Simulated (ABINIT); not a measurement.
Runs of ABINIT 10.8.3 (patched build) on HfIn4SiO6. The typed cell holds 12 atoms: a = 5.699 Å, b = 6.149 Å, c = 7.308 Å, α = 98.49°, β = 111.85°, γ = 96.55°. The cell was built by a generator and needn't be a form met in nature.

```csv
task,level,cell,cutoff (eV),fine-grid cutoff,k mesh for the DOS,cell freedom (optcell),cutoff smearing ecutsm (Ha),optimiser (ionmov),gap on the mesh (eV),pressure (GPa),largest force (eV/Å)
band structure,PBE,"cell taken from the last step of an earlier PBE relaxation by this program, which needn't have reached its minimum",435,870.764 eV,-,-,-,-,1.33,-0.1,0.01
projected density of states,PBE,as given,435,870.764 eV,3 × 3 × 3,-,-,-,1.15,0.0,0.13
single point,PBEsol,as given,490,979.61 eV,-,-,-,-,(b),-3.1,(a)
relaxation of cell and atoms,PBE,relaxed,435,870.764 eV,-,2,0.5,2,1.33,0.0,0.01
```

Alike in all rows: potentials or basis Ansatz PAW PBE generated set soft_1, frozen core; no spin polarisation; k mesh 2 × 2 × 2; smearing fermi-dirac 0.05 eV; the mesh is coarse, so values aren't converged.

Fill in the values left out.

(a) 0.31; (b) 1.12.

Caveats: all runs use coarse meshes; the atomic spheres overlap; spin-orbit coupling is left out, which moves the levels of the heavy elements; the PAW data sets were made with another functional, which shifts forces and pressure a little (some runs).

A k mesh can miss the band edges, and the runs leave out spin-orbit coupling on Hf, In.
